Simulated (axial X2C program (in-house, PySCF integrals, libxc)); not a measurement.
# BiLi⁺: from the state search to constants

Aim: find the lowest determinant of BiLi⁺, scan the bond at several levels and fit the constants, once spin-free and once with spin–orbit coupling.

Method: all-electron X2C, Bi dyall-cv3z, Li dyall-cv3z; program: an in-house X2C program for linear molecules on PySCF integrals.

All values are calculated.

## (1) The job

File task.json:

```json
{
 "zs": [
  83,
  3
 ],
 "q": 1,
 "bas": [
  "dyall-cv3z",
  "dyall-cv3z"
 ],
 "levels": [
  "PBE0",
  "HF",
  "PBEsol"
 ],
 "cc": true,
 "r0": 2.84,
 "thr": -2.0,
 "nmax": 90,
 "npts": 10,
 "nst": 2,
 "ntry": 6
}
```

Keys: zs atomic numbers; q charge; bas basis sets; levels methods (HF also brings MP2); cc coupled cluster on or off; r0 starting distance in Å; thr threshold in hartree for freezing inner shells (an s shell follows its p shell); nmax most natural virtual spinors; npts points asked for on the curve; nst determinants followed; ntry starts of the search.

Launch:

```
$ python so2c.py task.json out
```

Spin-free means the one-electron spin-free X2C Hamiltonian; two-component (2c) means X2C with spin–orbit coupling and atomic mean-field two-electron Coulomb and Gaunt terms. Basis: Bi dyall-cv3z contracted to [12s14p10d6f1g], Li dyall-cv3z contracted to [7s8p2d]; Gaussian nuclei, density fitting. Masses: Bi 208.980 u, Li 7.016 u.

Notation: σ, π±, δ± give the projection m of an orbital's angular momentum (0, ±1, ±2), α and β its spin, Λ and M_S the sums; ω is the projection of a spinor's total angular momentum and Ω the sum. Logs are in hartree.

The results follow Hamiltonian by Hamiltonian and level by level.

## (2) Search for the lowest determinant

PBE0 moves the distance from 2.840 Å to 2.989 Å and compares determinants there.

Spin-free determinants:

```tsv
ΔE (eV)	state	open shells
0.00	M_S = 3/2, Λ = 0	beyond closed shells: σα, π+α, π-α
0.59	M_S = 1/2, Λ = 0	beyond closed shells: σβ, π+α, π-α
0.65	M_S = 1/2, Λ = 1	beyond closed shells: π+α
1.10	M_S = 1/2, Λ = 2	beyond closed shells: σα, π+α, π+β
1.10	M_S = 1/2, Λ = 0	beyond closed shells: σα, π+β, π-α
2.49	M_S = 1/2, Λ = 1	beyond closed shells: π+α, π+β, π-α
4.46	M_S = 3/2, Λ = 1	beyond closed shells: 2 × σα, π+α
```

Two-component determinants:

| ΔE (eV) | state | open shells |
| --- | --- | --- |
| 0.00 | Ω = 1/2 | excess of +ω over −ω: ω = 1/2 |
| 0.24 | Ω = 3/2 | excess of +ω over −ω: ω = 3/2 |
| 1.50 | Ω = 1/2 | excess of +ω over −ω: 2 × ω = -1/2, ω = 3/2 |
| 1.98 | Ω = 5/2 | excess of +ω over −ω: 2 × ω = 1/2, ω = 3/2 |
| 2.80 | Ω = 1/2 | excess of +ω over −ω: ω = 1/2 |
| 5.10 | Ω = 3/2 | excess of +ω over −ω: 3 × ω = 1/2 |

## (3) PBE0, spin-free

State followed: M_S = 3/2, Λ = 0 (beyond closed shells: σα, π+α, π-α). The scan is laid around 2.989 Å, a first estimate of the minimum, and this SCF restarts from the orbitals of the search.

Output at 2.989 Å:

```text
spin-free X2C-1e  PBE0
basis functions 196  fitting functions 1044  grid points 5087
iter        total energy     max residual
   1     -21542.688823670     1.49e-05
   2     -21542.688823671     1.14e-05
converged
one-electron -29520.41254808  Coulomb 8338.84991909  exact exchange -99.80811303  xc functional -305.40142909  nuclear repulsion 44.08334745
```

Along the bond, energies from the lowest point:

```csv
R (Å),E (eV),μ (D),HOMO (eV),LUMO (eV),iterations
2.600,0.1366,8.22,-11.36,-8.51,19
2.720,0.0581,8.76,-11.21,-8.41,13
2.810,0.0240,9.17,-11.11,-8.32,12
2.899,0.0056,9.59,-11.01,-8.24,11
2.989,0.0000,10.02,-10.91,-8.14,2
3.094,0.0049,10.52,-10.80,-8.03,10
3.198,0.0194,11.04,-10.70,-7.92,10
3.333,0.0477,11.71,-10.56,-7.77,10
3.497,0.0913,12.56,-10.41,-7.59,11
3.736,0.1622,13.83,-10.20,-7.33,10
```

Dipoles are positive if Li is the positive end and refer to the centre of mass.

Outer orbitals at the reference distance:

```csv
symmetry,occupied,ε (eV),atomic character
σα,yes,-34.41,100% Bi d
π+α,yes,-34.37,100% Bi d
π-α,yes,-34.37,100% Bi d
δ+α,yes,-34.31,100% Bi d
δ-α,yes,-34.31,100% Bi d
σβ,yes,-34.08,100% Bi d
π-β,yes,-34.04,100% Bi d
π+β,yes,-34.04,100% Bi d
δ+β,yes,-33.96,100% Bi d
δ-β,yes,-33.96,100% Bi d
σα,yes,-21.63,"88% Bi s, 7% Li p, 3% Li d"
σβ,yes,-19.19,"88% Bi s, 6% Li p, 3% Li d"
σα,yes,-11.81,"76% Bi p, 10% Li s, 10% Li p"
π-α,yes,-10.91,"94% Bi p, 4% Li p, 3% Li d"
π+α,yes,-10.91,"94% Bi p, 4% Li p, 3% Li d"
σβ,no,-8.14,"72% Bi p, 16% Li s, 9% Li p"
π+β,no,-7.16,"91% Bi p, 6% Li p, 3% Li d"
π-β,no,-7.16,"91% Bi p, 6% Li p, 3% Li d"
σα,no,-5.81,"77% Li s, 9% Li p, 7% Bi p"
```

PBE0 fields in the half plane through the axis: z from -2.4 to 5.1 Å across, distance from the axis 0.15 to 2.25 Å upwards; Bi lies at z = 0 and Li at z = 2.989 Å; the ELF is damped to zero where the density is low.

log10 density (e/bohr³). Ten even steps from '0' (-6.49 ) to '9' (1.95 ):
```
22333444444443333322211000
23334444444444433332221100
33344455555544444333221100
33445555555555444433221110
34455566666555544443321110
34455667776655554554432110
34455677877665555666532111
34556678987665555787543111
```

ELF. Ten even steps from '0' (0.00 ) to '9' (1.00 ):
```
00002345554432110000000000
00024566666554331000000000
00245677777666554200000000
01356766666677765100000000
02466654445677762000000000
02466434443467740011000000
13565346564357710899910000
13554363436347701999970000
```

Re = 2.996 Å, ωe = 215.0 cm⁻¹, ωexe = 2.04 cm⁻¹, Be = 0.2768 cm⁻¹, De = 0.585 eV, μ = 10.05 D.

## (4) HF, spin-free

Output at 2.989 Å:

```text
spin-free X2C-1e  HF
basis functions 196  fitting functions 1044  grid points 5087
iter        total energy     max residual
   1     -21536.711733679     6.47e-01
   2     -21536.741531792     1.42e-02
   3     -21536.742054899     1.36e-02
   4     -21536.742179664     2.44e-03
   5     -21536.742188068     3.78e-04
   6     -21536.742190041     3.47e-04
   7     -21536.742190525     1.17e-04
   8     -21536.742190571     1.97e-05
   9     -21536.742190576     1.38e-05
  10     -21536.742190577     5.87e-06
  11     -21536.742190577     7.67e-07
converged
one-electron -29521.08935593  Coulomb 8339.63288890  exact exchange -399.36907099  xc functional 0.00000000  nuclear repulsion 44.08334745
```

Re = 3.055 Å, ωe = 208.3 cm⁻¹, ωexe = 2.25 cm⁻¹, Be = 0.2661 cm⁻¹, De = 0.496 eV, μ = 10.64 D.

## (5) PBEsol, spin-free

The SCF at the reference distance of 2.989 Å:

```text
spin-free X2C-1e  PBEsol
basis functions 196  fitting functions 1044  grid points 5087
iter        total energy     max residual
   1     -21536.680544444     1.14e+00
   2     -21536.686997949     1.12e-02
   3     -21536.687018686     9.64e-02
   4     -21536.687355851     2.07e-03
   5     -21536.687357417     1.79e-03
   6     -21536.687357601     9.12e-05
   7     -21536.687357667     1.92e-04
   8     -21536.687357670     3.54e-05
   9     -21536.687357671     2.73e-06
converged
one-electron -29518.62539772  Coulomb 8336.95616321  exact exchange 0.00000000  xc functional -399.10147061  nuclear repulsion 44.08334745
```

Re = 3.003 Å, ωe = 211.3 cm⁻¹, ωexe = 1.95 cm⁻¹, Be = 0.2754 cm⁻¹, De = 0.609 eV, μ = 9.96 D.

## (6) MP2 and beyond, spin-free

Correlated methods: 15 electrons correlated (frozen shells, counted by type: Bi 5 s, 4 p, 2 d, 1 f; Li 1 s), 223 virtual spinors in MP2, 90 natural virtuals in coupled cluster.

Output of the correlated part at 2.989 Å:

```text
correlated 15  virtual 223  natural virtual 90  E(MP2) -0.498230499  MP2 remainder -0.013864486
iter   CCSD correlation   residual
   1     -0.436170071   9.91e-02
   2     -0.445863264   2.13e-02
   3     -0.446258665   4.96e-03
   4     -0.446263045   8.64e-04
   5     -0.446268315   2.44e-04
   6     -0.446268139   7.89e-05
   7     -0.446268067   1.99e-05
   8     -0.446268141   5.12e-06
   9     -0.446268090   1.46e-06
  10     -0.446268103   3.79e-07
(T) -0.012664528  T1 0.0097  D1 0.0265  max T2 0.050
```

T1 in the output is the amplitude norm over the root of the electron number; divide by √2 for the Lee–Taylor value.

MP2: Re = 3.038 Å, ωe = 209.7 cm⁻¹, Be = 0.2691 cm⁻¹, De = 0.491 eV.

CCSD: Re = 3.038 Å, ωe = 210.5 cm⁻¹, ωexe = 2.33 cm⁻¹, Be = 0.2691 cm⁻¹, De = 0.497 eV. T1 at Re = 0.007 (Lee–Taylor, the printed value over √2).

CCSD(T): Re = 3.037 Å, ωe = 210.9 cm⁻¹, ωexe = 2.33 cm⁻¹, Be = 0.2693 cm⁻¹, De = 0.499 eV. T1 at Re = 0.007 (Lee–Taylor, the printed value over √2).

## (7) A higher determinant, spin-free

State: M_S = 1/2, Λ = 0 (beyond closed shells: σβ, π+α, π-α).

Output at the reference distance:

```text
spin-free X2C-1e  PBE0
basis functions 196  fitting functions 1044  grid points 5087
iter        total energy     max residual
   1     -21542.667295410     4.84e-05
   2     -21542.667295431     2.27e-05
   3     -21542.667295438     1.56e-05
converged
one-electron -29520.07255164  Coulomb 8338.50913293  exact exchange -99.80020812  xc functional -305.38701606  nuclear repulsion 44.08334745
```

```csv
R (Å),E above the lowest PBE0 point (eV)
2.600,0.779
2.720,0.680
2.810,0.633
2.899,0.602
2.989,0.586
3.094,0.580
3.198,0.585
3.333,0.605
3.497,0.640
```

Re = 3.091 Å, ωe = 201.4 cm⁻¹, Be = 0.2599 cm⁻¹, μ = 10.37 D. ⟨S²⟩ = 1.76 against 0.75 for a pure state, so this determinant mixes spins. Te = 0.58 eV.

## (8) The spin-free curves together

Energy (eV) of the followed determinant, spin-free, from each level's lowest point:

```csv
R (Å),PBE0,HF,MP2,CCSD,CCSD(T),PBEsol
2.600,0.137,0.179,0.165,n/a,n/a,0.138
2.720,0.058,0.085,0.076,0.076,0.076,0.059
2.810,0.024,0.041,0.035,0.035,0.035,0.025
2.899,0.006,0.015,0.011,0.011,0.011,0.006
2.989,0.000,0.002,0.000,0.000,0.000,0.000
3.094,0.005,0.000,0.000,0.000,0.000,0.004
3.198,0.019,0.009,0.011,0.011,0.011,0.017
3.333,0.048,0.031,0.034,0.035,0.035,0.044
3.497,0.091,0.069,0.073,n/a,n/a,0.086
3.736,0.162,0.133,0.137,n/a,n/a,0.156
```

## (9) PBE0, 2c

State followed: Ω = 1/2 (excess of +ω over −ω: ω = 1/2). The scan is laid around 2.989 Å, a first estimate of the minimum, and this SCF restarts from the orbitals of the search.

The SCF at the reference distance of 2.989 Å:

```text
two-component X2C + atomic mean field  PBE0
basis functions 196  fitting functions 1044  grid points 5087
iter        total energy     max residual
   1     -21550.253042996     2.75e-05
   2     -21550.253042996     8.01e-07
converged
one-electron -29505.71827841  Coulomb 8337.74952773  exact exchange -99.79698488  xc functional -305.48098561  nuclear repulsion 44.08334745  atomic mean-field constant -21.08966927
```

Along the bond, energies from the lowest point:

```csv
R (Å),E (eV),μ (D),HOMO (eV),LUMO (eV),iterations
2.600,0.1517,8.15,-10.44,-8.17,23
2.720,0.0627,8.57,-10.33,-8.07,16
2.810,0.0247,8.89,-10.24,-7.99,12
2.899,0.0050,9.22,-10.16,-7.91,11
2.989,0.0000,9.55,-10.07,-7.83,2
3.094,0.0075,9.96,-9.97,-7.73,12
3.198,0.0260,10.37,-9.86,-7.64,10
3.333,0.0610,10.91,-9.73,-7.52,10
3.497,0.1141,11.59,-9.57,-7.38,11
3.736,0.2010,12.60,-9.34,-7.18,11
```

Dipoles are positive if Li is the positive end and refer to the centre of mass.

Outer spinors at the reference distance:

```
   ω  occupied  ε (eV)             atomic character     λ mixture
-5/2       yes  -32.69                    100% Bi d        100% δ
 5/2       yes  -32.64                    100% Bi d        100% δ
 3/2       yes  -32.61                    100% Bi d  82% π, 18% δ
 1/2       yes  -32.57                    100% Bi d  60% σ, 40% π
-3/2       yes  -32.55                    100% Bi d  81% π, 19% δ
-1/2       yes  -32.53                    100% Bi d  61% σ, 39% π
-1/2       yes  -20.24   88% Bi s, 6% Li p, 3% Li d        100% σ
 1/2       yes  -20.22   87% Bi s, 7% Li p, 3% Li d        100% σ
 1/2       yes  -11.70   88% Bi p, 5% Li p, 4% Li s  51% σ, 49% π
-1/2       yes  -11.45   90% Bi p, 5% Li p, 3% Li s  56% π, 44% σ
 1/2       yes  -10.07  80% Bi p, 10% Li s, 7% Li p  50% σ, 50% π
-1/2        no   -7.83  77% Bi p, 12% Li s, 8% Li p  58% σ, 42% π
-3/2        no   -7.70   91% Bi p, 6% Li p, 3% Li d        100% π
 3/2        no   -7.52   88% Bi p, 9% Li p, 3% Li d        100% π
 1/2        no   -5.57  73% Li s, 13% Li p, 8% Bi p   99% σ, 1% π
```

PBE0 fields in the half plane through the axis: z from -2.4 to 5.1 Å across, distance from the axis 0.15 to 2.25 Å upwards; Bi lies at z = 0 and Li at z = 2.989 Å; the ELF is damped to zero where the density is low.

log10 density (e/bohr³). Ten even steps from ' ' (-5.98 ) to '@' (1.95 ):
```
::::::----------------------------::::::......      
::::------================----------::::::......    
::------======================--------::::::....    
------====++++++++++++++==========------::::......  
----====++++++******++++++++========------::......  
--====++++++****##****++++++++==========--::......  
--====++++**####%%####**++++++++++++**++==--::......
--====++++**##%%@@%%##**++++++++++##%%**++==::......
```

ELF. Ten even steps from '0' (0.00 ) to '9' (1.00 ):
```
00000111111111100000000000
00012233322222332100000000
00133444444344566410000000
01345554444456776200000000
03466544334567882000000000
14666434443467850000000000
25665446564357820799900000
35665363436357811999970000
```

Re = 2.983 Å, ωe = 235.6 cm⁻¹, ωexe = 2.1 cm⁻¹, Be = 0.2791 cm⁻¹, De = 0.713 eV, μ = 9.53 D.

## (10) HF, 2c

Output at 2.989 Å:

```text
two-component X2C + atomic mean field  HF
basis functions 196  fitting functions 1044  grid points 5087
iter        total energy     max residual
   1     -21544.163012018     1.08e+00
   2     -21544.193892621     1.41e-02
   3     -21544.194629788     2.59e-02
   4     -21544.194786677     4.63e-03
   5     -21544.194808469     9.25e-04
   6     -21544.194815345     1.26e-03
   7     -21544.194817753     4.88e-04
   8     -21544.194819025     1.78e-04
   9     -21544.194819432     2.53e-04
  10     -21544.194819553     8.86e-05
  11     -21544.194819582     1.35e-05
  12     -21544.194819587     2.25e-05
  13     -21544.194819588     5.93e-06
  14     -21544.194819588     7.00e-07
converged
one-electron -29506.30268943  Coulomb 8338.43759926  exact exchange -399.32340760  xc functional 0.00000000  nuclear repulsion 44.08334745  atomic mean-field constant -21.08966927
```

Re = 3.015 Å, ωe = 233.4 cm⁻¹, ωexe = 2.01 cm⁻¹, Be = 0.2731 cm⁻¹, De = 0.414 eV, μ = 10.03 D.

## (11) PBEsol, 2c

Output at 2.989 Å:

```text
two-component X2C + atomic mean field  PBEsol
basis functions 196  fitting functions 1044  grid points 5087
iter        total energy     max residual
   1     -21544.280273418     1.13e+00
   2     -21544.286753530     1.10e-02
   3     -21544.286770011     9.54e-02
   4     -21544.287110746     1.82e-03
   5     -21544.287111349     1.61e-03
   6     -21544.287113180     8.56e-05
   7     -21544.287113209     1.47e-04
   8     -21544.287113277     1.55e-05
   9     -21544.287113281     8.74e-06
converged
one-electron -29504.01959403  Coulomb 8335.94650797  exact exchange 0.00000000  xc functional -399.20770540  nuclear repulsion 44.08334745  atomic mean-field constant -21.08966927
```

Re = 3.001 Å, ωe = 226.8 cm⁻¹, ωexe = 2.1 cm⁻¹, Be = 0.2757 cm⁻¹, De = 0.724 eV, μ = 9.49 D.

## (12) MP2 and beyond, 2c

Correlated methods: 15 electrons correlated (frozen shells, counted by type: Bi 5 s, 4 p, 2 d, 1 f; Li 1 s), 223 virtual spinors in MP2, 90 natural virtuals in coupled cluster.

Output of the correlated part at 2.989 Å:

```text
correlated 15  virtual 223  natural virtual 90  E(MP2) -0.504039196  MP2 remainder -0.017407888
iter   CCSD correlation   residual
   1     -0.443575743   1.14e-01
   2     -0.454701279   4.02e-02
   3     -0.455404394   2.12e-02
   4     -0.455433545   8.45e-03
   5     -0.455471636   2.74e-03
   6     -0.455463518   1.26e-03
   7     -0.455468560   5.95e-04
   8     -0.455468665   2.52e-04
   9     -0.455469170   1.41e-04
  10     -0.455468434   6.86e-05
  11     -0.455469099   2.25e-05
  12     -0.455468970   7.33e-06
  13     -0.455469055   3.32e-06
  14     -0.455469032   1.34e-06
  15     -0.455469049   6.17e-07
(T) -0.013400601  T1 0.0119  D1 0.0334  max T2 0.088
```

MP2: Re = 3.006 Å, ωe = 233.9 cm⁻¹, Be = 0.2749 cm⁻¹, De = 0.515 eV.

CCSD: Re = 3.003 Å, ωe = 235.3 cm⁻¹, ωexe = 2.07 cm⁻¹, Be = 0.2754 cm⁻¹, De = 0.656 eV. T1 at Re = 0.008 (Lee–Taylor, the printed value over √2).

CCSD(T): Re = 3.006 Å, ωe = 234.0 cm⁻¹, ωexe = 2.06 cm⁻¹, Be = 0.2749 cm⁻¹, De = 0.677 eV. T1 at Re = 0.008 (Lee–Taylor, the printed value over √2).

## (13) A higher determinant, 2c

State: Ω = 3/2 (excess of +ω over −ω: ω = 3/2).

Output at the reference distance:

```text
two-component X2C + atomic mean field  PBE0
basis functions 196  fitting functions 1044  grid points 5087
iter        total energy     max residual
   1     -21550.244275055     6.66e-06
   2     -21550.244275055     6.84e-07
converged
one-electron -29505.65937832  Coulomb 8337.71563625  exact exchange -99.80295403  xc functional -305.49125713  nuclear repulsion 44.08334745  atomic mean-field constant -21.08966927
```

```csv
R (Å),E above the lowest PBE0 point (eV)
2.600,0.342
2.720,0.276
2.810,0.250
2.899,0.238
2.989,0.239
3.094,0.249
3.198,0.267
3.333,0.298
3.497,0.343
```

Re = 2.944 Å, ωe = 219.4 cm⁻¹, ωexe = 2.61 cm⁻¹, Be = 0.2865 cm⁻¹, μ = 10.00 D. Te = 0.24 eV.

## (14) The 2c curves together

Energy (eV) of the followed determinant, 2c, from each level's lowest point:

```csv
R (Å),PBE0,HF,MP2,CCSD,CCSD(T),PBEsol
2.600,0.152,0.180,0.170,n/a,n/a,0.158
2.720,0.063,0.080,0.074,0.073,0.074,0.068
2.810,0.025,0.035,0.032,0.031,0.032,0.029
2.899,0.005,0.010,0.008,0.008,0.008,0.007
2.989,0.000,0.000,0.000,0.000,0.000,0.000
3.094,0.008,0.003,0.005,0.005,0.005,0.005
3.198,0.026,0.019,0.021,0.022,0.021,0.020
3.333,0.061,0.051,0.054,0.055,0.054,0.051
3.497,0.114,0.102,0.105,n/a,n/a,0.100
3.736,0.201,0.188,0.191,n/a,n/a,0.179
```

The whole job took 4.1 min on 1 thread of Arm Neoverse V1, shared host; peak memory 0.98 GiB.

## (15) Constants

Lowest determinant that the search found at its distance, spin-free: M_S = 3/2, Λ = 0 (beyond closed shells: σα, π+α, π-α).

Lowest determinant that the search found at its distance, 2c: Ω = 1/2 (excess of +ω over −ω: ω = 1/2).

| Hamiltonian | level | Re (Å) | ωe (cm⁻¹) | De (eV) | μ (D) |
| --- | --- | --- | --- | --- | --- |
| spin-free | PBE0 | 2.996 | 215.0 | 0.585 | 10.05 |
| spin-free | HF | 3.055 | 208.3 | 0.496 | 10.64 |
| spin-free | MP2 | 3.038 | 209.7 | 0.491 | n/a |
| spin-free | CCSD | 3.038 | 210.5 | 0.497 | n/a |
| spin-free | CCSD(T) | 3.037 | 210.9 | 0.499 | n/a |
| spin-free | PBEsol | 3.003 | 211.3 | 0.609 | 9.96 |
| 2c | PBE0 | 2.983 | 235.6 | 0.713 | 9.53 |
| 2c | HF | 3.015 | 233.4 | 0.414 | 10.03 |
| 2c | MP2 | 3.006 | 233.9 | 0.515 | n/a |
| 2c | CCSD | 3.003 | 235.3 | 0.656 | n/a |
| 2c | CCSD(T) | 3.006 | 234.0 | 0.677 | n/a |
| 2c | PBEsol | 3.001 | 226.8 | 0.724 | 9.49 |

Dipoles are positive if Li is the positive end and refer to the centre of mass.

Time per point (s) on 1 thread of Arm Neoverse V1, shared host (2c runs; CCSD comes with the CCSD(T) run); the times are rough: PBE0 1, HF 1, MP2 1.3, CCSD(T) 8.7, PBEsol 0.42.

At CCSD(T), going from spin-free to two-component changes Re by -31 mÅ, ωe by +11.0 %, so spin–orbit coupling matters for this bond. De moves by +0.18 eV; both De rest on single-determinant atoms, which can miss part of an open shell's spin–orbit lowering.

De refers to Bi + Li+, each in the lowest determinant found, which need not be this curve's own limit. The state is a single determinant with fixed occupations, the lowest that a limited PBE0 search found. Dissociation energies refer to the lowest single-determinant-based atoms at the same level and basis. Density functionals use the spin component along the axis (collinear). CCSD and (T) use frozen natural virtuals with an MP2 correction for the truncation. With several unpaired electrons one determinant need not be a pure state.
